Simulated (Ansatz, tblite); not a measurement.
# BiMe2H (C₂H₇Bi): a ladder of methods and basis sets

Aim: run the singlet of BiMe2H (C₂H₇Bi) at one geometry on many levels, and compare frontier levels, spin and run time.

Computed with Ansatz 0.2.0, Gaussian basis. Level: as each input shows.

Plan: GFN1-xTB, GFN2-xTB, PBE-D4/def2-TZVP, r2SCAN-D4/def2-TZVP, LC-ωPBE/def2-TZVP, r2SCAN0-D4/def2-TZVP, CAM-B3LYP-D4/def2-TZVP, PBE-D4/def2-SVP, PBE0-D4/def2-SVP, CCSD(T)/def2-TZVP, RPA/def2-TZVP.

2 further runs of the same task are left out: 2 set aside as unsound or not needed.

## Step 1: The geometry

The singlet was relaxed beforehand with PBE-D4/def2-SVP.

10 atoms, charge 0, spin multiplicity 1.

Bond lengths: Bi1–C2 2.304 Å, Bi1–C3 2.304 Å, Bi1–H10 1.825 Å, C2–H4 1.107 Å, C2–H5 1.105 Å, C2–H6 1.107 Å, C3–H7 1.106 Å, C3–H8 1.105 Å, C3–H9 1.107 Å. Angles: C2–Bi1–C3 92.4°, C2–Bi1–H10 92.1°, C3–Bi1–H10 92.0°, Bi1–C2–H4 108.4°, Bi1–C2–H5 109.5°, Bi1–C2–H6 109.4°, H4–C2–H5 110.0°, H4–C2–H6 109.5°, H5–C2–H6 110.0°, Bi1–C3–H7 109.4°, Bi1–C3–H8 109.5°, Bi1–C3–H9 108.4°, H7–C3–H8 110.0°, H7–C3–H9 109.5°, H8–C3–H9 110.0°.

Geometry (Å):

```
Bi   -0.3750   -0.6483    1.2151
C     1.5645   -0.6169   -0.0280
C    -1.3123    1.0513   -0.0262
H     2.1567    0.2686    0.2717
H     1.3124   -0.5571   -1.1026
H     2.1455   -1.5366    0.1746
H    -2.4039    1.0765    0.1520
H    -1.1076    0.8797   -1.0989
H    -0.8624    2.0095    0.2966
H    -1.1179   -1.9268    0.1457
```

Bi takes a core potential in the def2 sets. No spin-orbit coupling is included.

PBE0-D4/def2-TZVP was run before; its log isn't repeated, and its numbers join the tables.

## Step 2: GFN1-xTB

Tight binding, by tblite at 300 K electronic temperature and without a spin-polarisation term:

```python
tblite.interface.Calculator('GFN1-xTB', numbers, positions, charge=0, uhf=0).singlepoint()
```

Energy -277.6041 eV, HOMO -10.50 eV, LUMO -3.83 eV; 0.003 s.

## Step 3: GFN2-xTB

Tight binding, by tblite at 300 K electronic temperature and without a spin-polarisation term:

```python
tblite.interface.Calculator('GFN2-xTB', numbers, positions, charge=0, uhf=0).singlepoint()
```

Energy -277.3299 eV, HOMO -10.16 eV, LUMO -3.63 eV; 0.002 s.

## Step 4: PBE-D4/def2-TZVP

start.molden holds the orbitals of an earlier run on this state, given as this run's starting guess.

in.yaml

```yaml
crystal:
  periodic: [false, false, false]
  atoms:
    - {symbol: Bi, position_ang: [-0.374987, -0.648297, 1.215111]}
    - {symbol: C, position_ang: [1.564500, -0.616910, -0.027989]}
    - {symbol: C, position_ang: [-1.312262, 1.051345, -0.026194]}
    - {symbol: H, position_ang: [2.156680, 0.268562, 0.271717]}
    - {symbol: H, position_ang: [1.312385, -0.557085, -1.102620]}
    - {symbol: H, position_ang: [2.145513, -1.536559, 0.174551]}
    - {symbol: H, position_ang: [-2.403942, 1.076482, 0.152018]}
    - {symbol: H, position_ang: [-1.107586, 0.879748, -1.098936]}
    - {symbol: H, position_ang: [-0.862441, 2.009474, 0.296628]}
    - {symbol: H, position_ang: [-1.117870, -1.926760, 0.145714]}
basis:
  gaussian: {orbitals: def2-TZVP, initial_orbitals: start.molden}
hamiltonian: {xc: pbe, dispersion: d4}
scf: {omitted_lower_state_checks: [starts]}
output: {forces: true, orbitals: {seedname: orbitals}}
```

Started as:

```bash
$ ansatz run in.yaml --threads 2 --pin off --events-out ev --progress --plain --max-ram 4352MiB
```

The runs that follow: r2SCAN-D4/def2-TZVP; LC-ωPBE/def2-TZVP; r2SCAN0-D4/def2-TZVP; CAM-B3LYP-D4/def2-TZVP; PBE-D4/def2-SVP; PBE0-D4/def2-SVP; CCSD(T)/def2-TZVP; RPA/def2-TZVP.

Before running them: what should the planned runs give, taken together? Wanted: gap in def2-TZVP, named functionals, smallest and largest; correlation energy, CCSD(T)/def2-TZVP; binding an atom, CCSD(T)/def2-TZVP; PBE0 total energy, smallest basis above largest.

**Answer**, as computed:

```
                                                 quantity                                 value
gap in def2-TZVP, named functionals, smallest and largest  4.98 eV (PBE-D4), 11.02 eV (LC-ωPBE)
                    correlation energy, CCSD(T)/def2-TZVP                             -22.58 eV
                       binding an atom, CCSD(T)/def2-TZVP                              3.233 eV
          PBE0 total energy, smallest basis above largest         2.68 eV (def2-SVP, def2-TZVP)
```

What this shows: Over the named functionals in def2-TZVP the gap runs from 4.98 eV (PBE-D4) to 11.02 eV (LC-ωPBE); exact exchange widens it. The functionals in def2-TZVP miss CCSD(T)/def2-TZVP by +0.068 (LC-ωPBE) to +0.185 eV (PBE-D4) an atom. The reference is CCSD(T) in one finite basis, so it carries an error of its own, often a tenth of an eV or more, and near misses can't be ranked.
